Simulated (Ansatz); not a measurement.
The system is CsLiCr2Te2S3.

```
Cs Li Cr Te S
1.0
     3.60358    0.00000    0.00000
    -1.80179    3.12079    0.00000
     0.00000    0.00000   19.06651
Cs Li Cr Te S
1 1 2 2 3
Direct
  0.00000 0.00000 0.37399
  0.66667 0.33333 0.01607
  0.00000 0.00000 0.86637
  0.33333 0.66667 0.16833
  0.33333 0.66667 0.53891
  0.66667 0.33333 0.77276
  0.00000 0.00000 0.10030
  0.33333 0.66667 0.92920
  0.66667 0.33333 0.23408
```

The cell was built by a generator and needn't be a form met in nature.

* Program: Ansatz 0.2.0
* Task: relaxation of cell and atoms
* Functional: PBEsol
* Potentials or basis: Ansatz PAW
* Cutoff: 420 eV (not typed: the program's choice for these potentials)
* k mesh: 6 × 6 × 1
* Occupations: fermi-dirac, width 0.05 eV
* Spin: collinear spin, ferromagnetic start
* Starting moments: [0.0, 0.0, 3.0, 3.0, 0.0, 0.0, 0.0, 0.0, 0.0] μB

At the start: volume 23.82 Å³/atom.

**Question.** Where does the relaxation end?

**Answer.** It ends after 7 steps and the volume is 21.74 Å³/atom (-8.7 %); space group P3m1 (No. 156, to 0.05 Å); moment 5.60 μB per cell.

Step by step:
```tsv
step	energy change (eV)	largest force (eV/Å)	volume (Å³)
1	0.0000	0.3941	214.42
2	-0.0968	0.4504	203.56
3	-0.1215	0.1068	199.17
4	-0.1312	0.0989	194.22
5	-0.1335	0.0520	195.87
6	-0.1339	0.0034	195.69
7	-0.1319	0.0034	195.69
```

Final structure:
```
CELL_PARAMETERS angstrom
3.54224 0.00000 0.00000
-1.77112 3.06767 0.00000
0.00000 0.00000 18.00884
ATOMIC_POSITIONS crystal
Cs 0.00000 0.00000 0.38406
Li 0.66667 0.33333 0.01175
Cr 0.00000 0.00000 0.85715
Cr 0.33333 0.66667 0.17075
Te 0.33333 0.66667 0.55600
Te 0.66667 0.33333 0.75948
S 0.00000 0.00000 0.09959
S 0.33333 0.66667 0.92179
S 0.66667 0.33333 0.23944
```

Caveat: the plane-wave basis is chosen anew once the cell has moved, so the energies of steps on either side of that aren't comparable; only a ferromagnetic start was run, and an antiferromagnetic order may lie lower in energy; the PAW data sets come from PBE, with cores solved anew for the run's functional, which leaves a small shift of forces and pressure.
